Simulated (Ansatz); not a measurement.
# AgAu: the cost of one run

Computed with Ansatz 0.2.0 (DFT r2SCAN, scalar-relativistic, plane waves, PAW, unless a step's input says otherwise).

## (1) Starting point

It takes space group P-6m2 (No. 187, hexagonal). Conventional cell: a = 2.935 Å, b = 2.935 Å, c = 4.697 Å, α = 90.00°, β = 90.00°, γ = 120.00°. Ag (site symmetry -6m2) has 6 Au at 2.90 Å and 6 Ag at 2.94 Å as nearest neighbours. Au (site symmetry -6m2) has 6 Ag at 2.90 Å and 6 Au at 2.94 Å as nearest neighbours.

As a file:

```cif
data_structure
_symmetry_space_group_name_H-M 'P 1'
_symmetry_Int_Tables_number 1
_cell_length_a 2.9352
_cell_length_b 2.9352
_cell_length_c 4.6969
_cell_angle_alpha 90.000
_cell_angle_beta 90.000
_cell_angle_gamma 120.000
_cell_volume 35.04
loop_
_atom_site_label
_atom_site_type_symbol
_atom_site_fract_x
_atom_site_fract_y
_atom_site_fract_z
_atom_site_occupancy
Ag1 Ag 0.00000 0.00000 0.50000 1
Au1 Au 0.66667 0.33333 0.00000 1
```

The structure comes from the Materials Project (structure only).

(A quick probe on a coarse mesh, which set the mesh and smearing, is not shown.)

## (3) The relaxation

input.yaml

```yaml
crystal:
  lattice:
    - [2.9351665953, 0.0, 0.0]
    - [-1.4675832977, 2.5419288359, 0.0]
    - [0.0, 0.0, 4.69690505]
  atoms:
    - { symbol: Ag, position: [0.0, 0.0, 0.5] }
    - { symbol: Au, position: [0.66666667, 0.33333333, 0.0] }
basis:
  ecutwfc: 500
kpoints:
  mp_grid: { grid: [18, 18, 10] }
hamiltonian:
  xc: r2scan
scf:
  occupations: { method: gaussian, width: 0.1 }
output:
  forces: true
  stress: true
  eigenvalues: true
  write_density: true
  write_potential: true
  elf: true
  volumetric_format: npy
relax:
  adjacent_minimum: "off"
  f_tol: 0.005
  max_steps: 80
  cell: { stress_tol: 0.05 }
```

Run with:

```bash
> ansatz run input.yaml --threads 2 --pin off --max-ram 5120MiB --backend cpu --events-out ev --progress --plain --runs-dir out
```

What time and memory should one allow on 2 threads of Arm Neoverse V2, shared host?

About 1.7 min, with a peak of 0.6 GiB.
